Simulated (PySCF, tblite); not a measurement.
**C₂H₉OSi₂ radical: geometry, infrared bands and EPR parameters**

Aim: predict the infrared bands and EPR parameters of C₂H₉OSi₂ radical (`COC[SiH2][SiH2]`).

The runs use tblite 0.8.0 and PySCF 2.14.0, with density-fitted response routines of our own; the level of theory stands in each step. All values are computed, except where a source is named. Atoms are numbered from 0 throughout.

## Step 1: The molecule as given

14 atoms, charge 0, multiplicity 2; geometry from: force field or distance geometry start.

Bonds of the start (Å): C0–O1 1.39, O1–C2 1.41, C2–Si3 1.85, Si3–Si4 2.20, C0–H5 1.10, C0–H6 1.12, C0–H7 1.12, C2–H8 1.11, C2–H9 1.12, Si3–H10 1.47, Si3–H11 1.45, Si4–H12 1.46, Si4–H13 1.46.

## Step 2: Relaxing the molecule with GFN2-xTB

The job: settings as JSON, then the geometry in Å.

```
{"job": {"kind": "relax", "xc": "GFN2-xTB", "basis": "xTB"}, "charge": 0, "multiplicity": 2}
C     -2.093200     1.005100     0.148300
O     -0.798400     0.600800    -0.155200
C     -0.557000    -0.587500     0.566800
Si     1.168300    -1.141700     0.177400
Si     2.484900     0.591200     0.528700
H     -2.157700     1.167600     1.229400
H     -2.793700     0.195800    -0.184300
H     -2.344400     1.952900    -0.399900
H     -1.326600    -1.355000     0.319900
H     -0.613800    -0.318900     1.654200
H      1.535800    -2.243500     1.083200
H      1.173100    -1.669600    -1.176500
H      2.507800     1.539600    -0.578000
H      3.814300     0.262700     1.043800
```

Started as:

```bash
$ OMP_NUM_THREADS=1 python probes_run.py task.json out
```

The driver reads the jobs from task.json and runs them one after another.

What it wrote:

```text
step      E/eV     max force
  0    -443.65419    1.231
  1    -443.72952    0.493
  2    -443.76658    0.381
  3    -443.79809    0.421
  4    -443.82704    0.421
  5    -443.84377    0.275
  6    -443.85790    0.271
  7    -443.87435    0.337
  8    -443.89446    0.391
  9    -443.91281    0.397
 10    -443.92285    0.231
 11    -443.92604    0.112
 12    -443.92751    0.085
 13    -443.92875    0.074
 14    -443.92971    0.064
 15    -443.93066    0.083
 16    -443.93174    0.099
 17    -443.93285    0.097
 18    -443.93369    0.087
 19    -443.93425    0.075
 20    -443.93480    0.060
 21    -443.93551    0.089
 22    -443.93633    0.096
 23    -443.93703    0.059
 24    -443.93754    0.059
 25    -443.93796    0.057
 26    -443.93836    0.066
 27    -443.93878    0.064
 28    -443.93927    0.065
 29    -443.93985    0.080
 30    -443.94044    0.073
 31    -443.94087    0.050
 32    -443.94110    0.048
 33    -443.94129    0.047
 34    -443.94160    0.057
 35    -443.94217    0.079
 36    -443.94301    0.092
 37    -443.94390    0.079
 38    -443.94468    0.062
 39    -443.94537    0.070
 40    -443.94625    0.087
 41    -443.94765    0.129
 42    -443.94941    0.137
 43    -443.95091    0.102
 44    -443.95213    0.112
 45    -443.95351    0.147
 46    -443.95524    0.135
 47    -443.95757    0.106
 48    -443.95880    0.100
 49    -443.96009    0.100
 50    -443.96193    0.116
 51    -443.96435    0.141
 52    -443.96615    0.078
 53    -443.96216    0.319
 54    -443.96729    0.064
 55    -443.96769    0.062
 56    -443.96855    0.088
 57    -443.96908    0.059
 58    -443.96945    0.053
 59    -443.96981    0.043
 60    -443.97007    0.042
 61    -443.97038    0.039
 62    -443.97062    0.040
 63    -443.97076    0.023
 64    -443.97082    0.020
 65    -443.97086    0.017
 66    -443.97094    0.020
 67    -443.97102    0.018
 68    -443.97108    0.018
 69    -443.97113    0.019
 70    -443.97117    0.016
 71    -443.97123    0.020
 72    -443.97129    0.021
 73    -443.97136    0.021
 74    -443.97141    0.023
 75    -443.97146    0.019
 76    -443.97152    0.014
 77    -443.97157    0.011
 78    -443.97160    0.007
```

It took 0.49 s on 1 thread of AMD EPYC 7B13, shared host.

Along the way: (not every step is listed)

```
step  energy from step 0 (eV)  largest force (eV/Å)
   0                   0.0000                1.2306
   1                  -0.0753                0.4927
   2                  -0.1124                0.3810
   3                  -0.1439                0.4209
   4                  -0.1728                0.4214
   5                  -0.1896                0.2753
   6                  -0.2037                0.2710
   7                  -0.2202                0.3374
   8                  -0.2403                0.3905
  14                  -0.2755                0.0637
  20                  -0.2806                0.0597
  26                  -0.2842                0.0664
  32                  -0.2869                0.0475
  38                  -0.2905                0.0623
  44                  -0.2979                0.1125
  50                  -0.3077                0.1164
  56                  -0.3144                0.0879
  62                  -0.3164                0.0404
  68                  -0.3169                0.0181
  73                  -0.3172                0.0210
  74                  -0.3172                0.0225
  75                  -0.3173                0.0192
  76                  -0.3173                0.0144
  77                  -0.3174                0.0114
  78                  -0.3174                0.0073
```

Close pairs (by a distance rule), those that changed most:

```
   bond  before (Å)  after (Å)  change (Å)
Si3–Si4       2.204      2.270      +0.065
 C2–Si3       1.853      1.908      +0.054
  C0–H7       1.123      1.089      -0.035
Si3–H11       1.453      1.478      +0.025
  C0–H6       1.121      1.098      -0.023
  C2–H9       1.122      1.099      -0.023
  C2–H8       1.115      1.098      -0.017
  C0–O1       1.390      1.401      +0.011
```

The final coordinates are the input of the step that follows.

## Step 3: Infrared spectrum with GFN2-xTB

The job: settings as JSON, then the geometry in Å.

```
{"job": {"kind": "ir", "xc": "GFN2-xTB", "basis": "xTB"}, "charge": 0, "multiplicity": 2}
C     -1.974268     1.095108     0.076406
O     -0.719862     0.493915    -0.088702
C     -0.572883    -0.720461     0.623793
Si     1.203046    -1.296578     0.232015
Si     2.454873     0.571806     0.537276
H     -2.156304     1.346608     1.129837
H     -2.778884     0.432375    -0.268374
H     -1.973334     2.005576    -0.520809
H     -1.335488    -1.441859     0.303231
H     -0.731759    -0.548344     1.697390
H      1.542884    -2.347152     1.211694
H      1.106286    -2.007217    -1.060547
H      2.038601     1.910992     0.122684
H      3.896412     0.504757     0.261964
```

What it wrote:

```text
mode    cm-1     km/mol
  1      31.4      0.96
  2      86.9      2.85
  3     107.7      1.36
  4     134.0      2.13
  5     211.4      6.82
  6     227.7      2.75
  7     364.7     19.73
  8     374.1     42.32
  9     393.4      9.74
 10     436.1     28.27
 11     523.8      3.00
 12     565.4     14.40
 13     668.4    357.45
 14     767.3    111.29
 15     796.2    345.35
 16     817.8    104.34
 17     837.0    125.27
 18     974.3     33.05
 19    1101.4     63.57
 20    1137.6      1.30
 21    1158.3      4.94
 22    1207.0     29.49
 23    1300.9      8.92
 24    1408.5      4.37
 25    1471.5      3.57
 26    1494.0      4.82
 27    1510.6      3.29
 28    2095.0    370.66
 29    2136.9    206.44
 30    2196.4    349.73
 31    2253.9    300.00
 32    2850.6     92.52
 33    2885.7     58.78
 34    2890.4     43.66
 35    2911.7     73.85
 36    3018.8     26.35
```

Run time: 0.42 s. Hardware: 1 thread of AMD EPYC 7B13, shared host.

The strongest bands and the atoms that carry them (share of the mass-weighted mode):

```
cm⁻¹  km/mol                                 atoms
 668   357.4                    H10 43 %, H11 37 %
 767   111.3            C2 46 %, Si3 25 %, H9 10 %
 796   345.4  H13 29 %, H12 28 %, H9 14 %, H8 12 %
 837   125.3                    H10 39 %, H11 26 %
2095   370.7                    H11 82 %, H10 14 %
2137   206.4                    H10 82 %, H11 15 %
2196   349.7                              H13 97 %
2254   300.0                              H12 96 %
```

## Step 4: g tensor and hyperfine couplings: B3LYP/pcH-1

Settings changed since step 3:

```diff
@@ -1,2 +1,2 @@
-{"job": {"kind": "ir", "xc": "GFN2-xTB", "basis": "xTB"}, "charge": 0, "multiplicity": 2}
+{"job": {"kind": "epr", "basis": "pcH-1"}, "charge": 0, "multiplicity": 2}
 C     -1.974268     1.095108     0.076406
```

Method: UKS B3LYP, pcH-1 on C H O Si, non-relativistic, mean-field spin-orbit, GIAO.

What it wrote:

```text
UKS, coarse grid
  cycle   1  E = -735.73384394  |g| = 4.27e-01
  cycle   2  E = -735.62498766  |g| = 6.85e-01
  cycle   3  E = -735.79837199  |g| = 7.02e-02
  cycle   4  E = -735.79984952  |g| = 2.38e-02
  cycle   5  E = -735.80009000  |g| = 7.90e-03
  cycle   6  E = -735.80012038  |g| = 1.50e-03
  cycle   7  E = -735.80012192  |g| = 6.22e-04
UKS, final grid
  cycle   1  E = -735.80007254  |g| = 7.25e-04
  cycle   2  E = -735.80007238  |g| = 9.45e-04
  cycle   3  E = -735.80007281  |g| = 5.41e-05
  cycle   4  E = -735.80007281  |g| = 2.60e-05
E = -735.80007281 Eh   <S^2> = 0.7526 (exact 0.7500)
g shifts (ppm)      1          2          3
  rmc          -117       -117       -117
  gc              4         33         34
  oz_so        -183       2354       4014
  total        -296       2270       3932
hyperfine (MHz)  atom isotope    a_iso     a_fc   dipolar eigenvalues
    0   13C       0.55       0.55     -0.25     -0.21      0.46
    1   17O      -2.98      -2.97     -0.43      0.00      0.43
    2   13C       1.90       1.90     -0.60     -0.16      0.76
    3  29Si     -17.41     -17.42     -5.23      0.32      4.92
    4  29Si    -293.72    -294.71   -177.76     87.89     89.87
    5    1H       0.08       0.08     -0.76     -0.62      1.38
    6    1H      -0.05      -0.05     -0.53     -0.45      0.98
    7    1H      -0.05      -0.05     -0.64     -0.59      1.23
    8    1H      -1.06      -1.06     -1.00     -0.62      1.63
    9    1H      -0.28      -0.28     -1.83     -1.35      3.18
   10    1H       7.21       7.21     -2.59     -1.18      3.78
   11    1H      79.95      79.95     -2.21     -0.46      2.67
   12    1H      -4.18      -4.21    -10.73      2.65      8.08
   13    1H     -15.62     -15.65    -10.70      2.13      8.57
```

It took 36 s on 1 thread of AMD EPYC 7B13, shared host; peak memory 0.87 GiB.

Principal g values 2.00202, 2.00459, 2.00625; g(iso) = 2.00429, against 2.00232 for a free electron.

Mean a(iso) over the nuclei that a row names, and the largest dipolar term of the row (other rows stand at the frozen geometry):

```
    nuclei  isotope  a(iso) (MHz)  a(iso) (G, at g = 2.0023)  largest dipolar term (MHz)
       Si4     29Si        -293.7                     -104.8                      -177.8
  H10, H11       1H          43.6                       15.6                         3.8
       Si3     29Si         -17.4                       -6.2                        -5.2
  H12, H13       1H          -9.9                       -3.5                       -10.7
        O1      17O          -3.0                       -1.1                        -0.4
        C2      13C           1.9                        0.7                         0.8
    H8, H9       1H          -0.7                       -0.2                         3.2
        C0      13C           0.5                        0.2                         0.5
H5, H6, H7       1H           0.0                        0.0                         1.4
```

Mulliken spin populations:

C0 0.00; O1 0.00; C2 0.00; Si3 0.01; Si4 0.99; H5 0.00; H6 0.00; H7 0.00; H8 0.00; H9 0.00; H10 0.00; H11 0.04; H12 -0.02; H13 -0.03

In first order the couplings over 0.8 MHz of 1H give 9 distinct lines over 38.2 G, if the averaged nuclei exchange fast; the same motion can average rows kept apart here too.

Orbitals, density, ELF and potential are computed afterwards from the orbital file.

ELF in a plane through or near 7 of the atoms.

Values, 10 rows by 14 columns:
```
0.00 0.00 0.00 0.00 0.00 0.00 0.00 0.00 0.00 0.00 0.00 0.00 0.00 0.00
0.00 0.00 0.00 0.00 0.01 0.34 0.15 0.00 0.00 0.00 0.00 0.00 0.00 0.00
0.00 0.00 0.27 0.15 0.21 1.00 0.99 0.02 0.00 0.03 0.01 0.00 0.00 0.00
0.00 0.14 1.00 0.99 0.19 0.92 0.81 0.02 0.02 0.31 0.21 0.01 0.00 0.00
0.00 0.05 0.88 0.86 0.09 0.31 0.09 0.77 0.62 0.55 0.46 0.02 0.00 0.00
0.00 0.00 0.01 0.06 0.67 0.35 0.64 0.44 0.37 0.30 0.62 0.13 0.00 0.00
0.00 0.00 0.00 0.13 0.90 0.14 0.72 0.37 0.87 0.05 0.14 0.03 0.00 0.00
0.00 0.00 0.00 0.51 0.99 0.95 0.10 0.48 0.96 0.30 0.00 0.00 0.00 0.00
0.00 0.00 0.00 0.02 0.38 0.24 0.01 0.00 0.02 0.00 0.00 0.00 0.00 0.00
0.00 0.00 0.00 0.00 0.00 0.00 0.00 0.00 0.00 0.00 0.00 0.00 0.00 0.00
```
The map spans 12.5 Å across and 10.0 Å up, centred on the molecule. Atoms in the plane (x, y in Å): C0 (2.2, 0.6), C2 (0.4, -0.9), Si3 (-1.5, -0.9), Si4 (-2.2, 1.2), H8 (0.9, -1.7), H12 (-1.5, 2.4), H13 (-3.6, 1.5).

On the surface of density 0.002 e/bohr³ the electrostatic potential runs, from the 1st to the 99th percentile, from -1.09 V near O1 to 0.88 V near H11.

The spin density lies nearest to Si4 62 %; H12, H13 about 12 % each; H11 6 %.

## Step 5: What came out

| quantity | value |
| --- | --- |
| strongest single infrared mode (GFN2-xTB) | 2095 cm⁻¹, 371 km/mol |
| zero-point energy (GFN2-xTB) | 62.0 kcal/mol |
| g(iso) (B3LYP) | 2.00429 |
| ⟨S²⟩ | 0.753 (exact 0.75) |
| largest a(iso) (averaged by class) | 29Si on Si4, -293.7 MHz |
| potential on the surface of density 0.002 e/bohr³, 1st and 99th percentile | -1.09 V and 0.88 V |

What this shows: Over 78 steps the energy fell by 0.317 eV; of the close pairs, Si3–Si4 changed most, 2.204 to 2.270 Å. No mode is imaginary among the 36: a minimum at this level. The strongest single mode, at 2095 cm⁻¹, moves mainly H11. GFN2-xTB is a fitted tight-binding method: band positions and strengths are rough. Its intensities can rank the bands wrongly. Most of the unpaired spin sits on Si4 (0.99 e). The isotropic g lies 2.0 ppt above the free-electron value.
